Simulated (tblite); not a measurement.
# C2Cl2F2 (SMILES F/C(Cl)=C(\F)Cl) at GFN1-xTB

Aim: the electronic atomisation energy of C2Cl2F2 at GFN1-xTB, from 4 runs. 

Program for the calculation: tblite 0.8.0.

11 further runs of the same task are left out: 11 set aside as unsound or not needed.

## 1. The structure to begin with

The species is C2Cl2F2 (6 atoms), meant as a singlet with charge 0. As SMILES, `F/C(Cl)=C(\F)Cl`. Geometry: optimised at GFN1-xTB.

Bond lengths: F1–C2 1.332 Å, C2–Cl3 1.700 Å, C2–C4 1.330 Å, C4–F5 1.332 Å, C4–Cl6 1.700 Å. Angles: F1–C2–Cl3 114.7°, F1–C2–C4 119.9°, Cl3–C2–C4 125.5°, C2–C4–F5 119.9°, C2–C4–Cl6 125.5°, F5–C4–Cl6 114.7°.

## 2. The harmonic vibrations at GFN1-xTB

The input, start.xyz:

```xyz
6

F      0.270752    -1.742310    -0.398130
C      0.289192    -0.566299     0.226317
Cl     1.128088    -0.561607     1.704907
C     -0.320352     0.482613    -0.318447
F     -0.946903     0.353054    -1.486319
Cl    -0.385776     2.043449     0.351972
```

The input, run.py:

```python
import json
import numpy as np
from tblite.interface import Calculator
from tblite.interface import symbols_to_numbers
from ase.data import atomic_masses

symbols = list(map(str, np.loadtxt("start.xyz", skiprows=2, usecols=0, dtype=str, ndmin=1)))
numbers = np.array(symbols_to_numbers(symbols))
positions = np.loadtxt("start.xyz", skiprows=2, usecols=(1, 2, 3), ndmin=2) / 0.5291772

calculator = Calculator("GFN1-xTB", numbers, positions, charge=0, uhf=0)
calculator.set("verbosity", 0)
calculator.set("accuracy", 0.01)
res = calculator.singlepoint()
h = 0.005  # bohr
n = positions.size
H, D = np.zeros((n, n)), np.zeros((n, 3))
for a in range(n):
    g, d = [], []
    for sign in (1, -1):
        x = positions.ravel().copy()
        x[a] += sign * h
        calculator.update(x.reshape(-1, 3))
        y = calculator.singlepoint()
        g.append(y.get('gradient').ravel())
        d.append(y.get('dipole'))
    H[a], D[a] = (g[0] - g[1]) / (2 * h), (d[0] - d[1]) / (2 * h)
mass = np.repeat(atomic_masses[numbers], 3)
H = (H + H.T) / 2 / np.sqrt(np.outer(mass, mass))
# project out translations and rotations
com = positions - atomic_masses[numbers] @ positions / atomic_masses[numbers].sum()
T = [np.tile(v, len(numbers)) for v in np.eye(3)] + [np.cross(com, v).ravel() for v in np.eye(3)]
U, sv, _ = np.linalg.svd((np.array(T) * np.sqrt(mass)).T)
Q = U[:, (sv > 1e-3 * sv.max()).sum():]
w, V = np.linalg.eigh(Q.T @ H @ Q)
freq = np.sign(w) * np.sqrt(np.abs(w)) * 5140.487
inten = (((Q @ V).T / np.sqrt(mass)) @ D) ** 2
inten = inten.sum(axis=1) * 974.88
print(f"E = {res.get('energy'):.8f} Eh, max gradient {np.abs(res.get('gradient')).max():.2e} Eh/bohr")
print("mode   frequency/cm^-1   IR/(km/mol)")
for i, (v, s) in enumerate(zip(freq, inten), 1):
    print(f"{i:4d} {v:14.2f} {s:14.3f}")
zpe = freq[freq > 0].sum() / 2 / 219474.63
print(f"imaginary modes: {(freq < -10).sum()}, zero-point energy {zpe:.6f} Eh = {zpe * 2625.4996:.4f} kJ/mol")
out = {k: np.asarray(res.get(k)).tolist() for k in ("energy", "gradient", "charges", "dipole", "orbital-energies", "orbital-occupations")}
out.update(symbols=symbols, positions=(positions * 0.529177210903).tolist(), frequencies=freq.tolist(), intensities=inten.tolist(), zpe=zpe)
json.dump(out, open("results.json", "w"))
```

Command:

```bash
$ python run.py
```

The program printed:

```text
E = -22.97464089 Eh, max gradient 5.84e-06 Eh/bohr
mode   frequency/cm^-1   IR/(km/mol)
   1         132.47          2.182
   2         138.62          0.000
   3         290.49          2.432
   4         337.26         14.318
   5         375.68          2.886
   6         397.65          0.000
   7         407.53          2.926
   8         573.83          3.214
   9         924.75        202.926
  10        1134.49        339.026
  11        1155.93         36.258
  12        1712.61         36.169
imaginary modes: 0, zero-point energy 0.017271 Eh = 45.3463 kJ/mol
```

It took 0.75 s on 1 thread of Intel Xeon at 2.50GHz (Skylake/Cascade Lake), shared host.

## 3. The C atom: a single-point energy at GFN1-xTB

The input, calc.py:

```python
import json
import numpy as np
from tblite.interface import Calculator

symbols = ["C"]
numbers = np.array([6])
positions = np.array([  # bohr
    [0.000000, 0.000000, 0.000000],
])

calculator = Calculator("GFN1-xTB", numbers, positions, charge=0, uhf=2)
calculator.set("accuracy", 0.1)
calculator.add("spin-polarization", 1.0)
res = calculator.singlepoint()

print(f"total energy: {res.get('energy') * 27.211386:.8f} eV")
eps = np.atleast_2d(res.get("orbital-energies")) * 27.211386
occ = np.atleast_2d(res.get("orbital-occupations"))
filled = occ.sum(axis=0) if eps.shape[0] == 1 else occ[0]
homo = np.nonzero(filled > 0.5)[0].max()
print(f"HOMO {eps[0, homo]:.4f} eV")
if homo + 1 < eps.shape[1]:
    print(f"LUMO {eps[0, homo + 1]:.4f} eV, gap {eps[0, homo + 1] - eps[0, homo]:.4f} eV")
mu = res.get("dipole") * 2.541746
print(f"dipole: {np.linalg.norm(mu):.4f} D, components " + " ".join(f"{c:.4f}" for c in mu))
q = res.get("charges")
print("Charges:", " ".join(f"{s}{i + 1}={c:+.4f}" for i, (s, c) in enumerate(zip(symbols, q))))
out = {k: np.asarray(res.get(k)).tolist() for k in ("energy", "gradient", "charges", "dipole", "orbital-energies", "orbital-occupations")}
out.update(symbols=symbols, positions=(positions * 0.529177210903).tolist())
json.dump(out, open("results.json", "w"))
```

Command:

```bash
$ python calc.py
```

The program printed:

```text
------------------------------------------------------------
  cycle        total energy    energy error   density error
------------------------------------------------------------
      1     -1.784671808014  -1.7846718E+00   1.0000000E+00
      2     -1.784671808014   0.0000000E+00   6.0000000E-01
      3     -1.784671808014   0.0000000E+00   3.5996400E-05
      4     -1.784671808014   0.0000000E+00   1.1191048E-13
------------------------------------------------------------

 total:                                   0.001 sec
total energy: -48.56339345 eV
HOMO -11.2868 eV
dipole: 0.0000 D, components 0.0000 0.0000 0.0000
Charges: C1=+0.0000
```

Wall time 0.32 s (1 thread of Intel Xeon at 2.50GHz (Skylake/Cascade Lake), shared host).

## 4. The Cl atom: the energy at GFN1-xTB

The input, xtb_job.py:

```python
"""GFN1-xTB single point"""
import json
import numpy as np
from tblite.interface import Calculator
from tblite.interface import symbols_to_numbers

geometry = """
Cl     0.000000     0.000000     0.000000
"""
lines = [l.split() for l in geometry.strip().splitlines()]
symbols = [l[0] for l in lines]
numbers = np.array(symbols_to_numbers(symbols))
positions = np.array([l[1:4] for l in lines], float) / 0.5291772

calculator = Calculator("GFN1-xTB", numbers, positions, charge=0, uhf=1)
calculator.set("accuracy", 0.1)
calculator.add("spin-polarization", 1.0)
res = calculator.singlepoint()

print(f"Energy: {res.get('energy') * 27.211386:.8f} eV")
eps = np.atleast_2d(res.get("orbital-energies")) * 27.211386
occ = np.atleast_2d(res.get("orbital-occupations"))
filled = occ.sum(axis=0) if eps.shape[0] == 1 else occ[0]
homo = np.nonzero(filled > 0.5)[0].max()
print(f"HOMO {eps[0, homo]:.4f} eV")
if homo + 1 < eps.shape[1]:
    print(f"LUMO {eps[0, homo + 1]:.4f} eV, gap {eps[0, homo + 1] - eps[0, homo]:.4f} eV")
mu = res.get("dipole") * 2.541746
print(f"dipole: {np.linalg.norm(mu):.4f} D, components " + " ".join(f"{c:.4f}" for c in mu))
q = res.get("charges")
print("Charges:", " ".join(f"{s}{i + 1}={c:+.4f}" for i, (s, c) in enumerate(zip(symbols, q))))
out = {k: np.asarray(res.get(k)).tolist() for k in ("energy", "gradient", "charges", "dipole", "orbital-energies", "orbital-occupations")}
out.update(symbols=symbols, positions=(positions * 0.529177210903).tolist())
json.dump(out, open("results.json", "w"))
```

Run the same way, it converges to -4.17438 Eh (log not shown).

## 5. The F atom: a single-point energy at GFN1-xTB

The input, script.py:

```python
# GFN1-xTB single point
import json
import numpy as np
from tblite.interface import Calculator

symbols = ["F"]
numbers = np.array([9])
positions = np.array([
    [0.000000, 0.000000, 0.000000],
]) / 0.529177210903  # angstrom to bohr

calc = Calculator("GFN1-xTB", numbers, positions, charge=0, uhf=1)
calc.set("accuracy", 0.1)
calc.add("spin-polarization", 1.0)
result = calc.singlepoint()

print(f"Energy: {result.get('energy'):.8f} Eh")
eps = np.atleast_2d(result.get("orbital-energies")) * 27.211386
occ = np.atleast_2d(result.get("orbital-occupations"))
filled = occ.sum(axis=0) if eps.shape[0] == 1 else occ[0]
homo = np.nonzero(filled > 0.5)[0].max()
print("  MO   occupation   energy/eV")
for i in range(max(0, homo - 4), min(eps.shape[1], homo + 5)):
    print(f"{i + 1:4d} {filled[i]:10.4f} {eps[0, i]:12.4f}")
mu = result.get("dipole") * 2.541746
print(f"|mu|: {np.linalg.norm(mu):.4f} D, components " + " ".join(f"{c:.4f}" for c in mu))
q = result.get("charges")
print("Charges:", " ".join(f"{s}{i + 1}={c:+.4f}" for i, (s, c) in enumerate(zip(symbols, q))))
out = {k: np.asarray(result.get(k)).tolist() for k in ("energy", "gradient", "charges", "dipole", "orbital-energies", "orbital-occupations")}
out.update(symbols=symbols, positions=(positions * 0.529177210903).tolist())
json.dump(out, open("results.json", "w"))
```

Run the same way, it converges to -5.01191 Eh (log not shown).

## 6. What came out

Level: GFN1-xTB.

| quantity | value |
| --- | --- |
| molecule: total energy | -22.97464 Eh |
| molecule: dipole moment | 1.36 D |
| molecule: HOMO energy | -11.85 eV |
| molecule: LUMO energy | -7.53 eV |
| molecule: HOMO–LUMO gap | 4.32 eV |
| molecule: largest force on an atom | 0.000 eV/Å |
| molecule: lowest harmonic wavenumber | 132 cm⁻¹ |
| molecule: highest harmonic wavenumber | 1713 cm⁻¹ |
| molecule: zero-point energy | 45.3 kJ/mol |
| C atom: total energy | -1.78467 Eh |
| C atom: dipole moment | 0.00 D |
| C atom: HOMO energy (as the program lists it) | -11.29 eV |
| C atom: largest force on an atom | 0.000 eV/Å |
| Cl atom: total energy | -4.17438 Eh |
| Cl atom: dipole moment | 0.00 D |
| Cl atom: HOMO energy (as the program lists it) | -13.32 eV |
| Cl atom: LUMO energy (as the program lists it) | -1.53 eV |
| Cl atom: largest force on an atom | 0.000 eV/Å |
| F atom: total energy | -5.01191 Eh |
| F atom: dipole moment | 0.00 D |
| F atom: HOMO energy (as the program lists it) | -18.09 eV |
| F atom: largest force on an atom | 0.000 eV/Å |
| electronic atomisation energy | 28.102 eV |

In words: Taking the molecule apart into free atoms costs 28.10 eV (648 kcal/mol), before zero-point energy and without spin-orbit coupling. Tight-binding and semi-empirical models aren't fitted to free atoms, so this value can be far from the true one. All 12 modes (molecule) are real, so the shape is a minimum at this level.
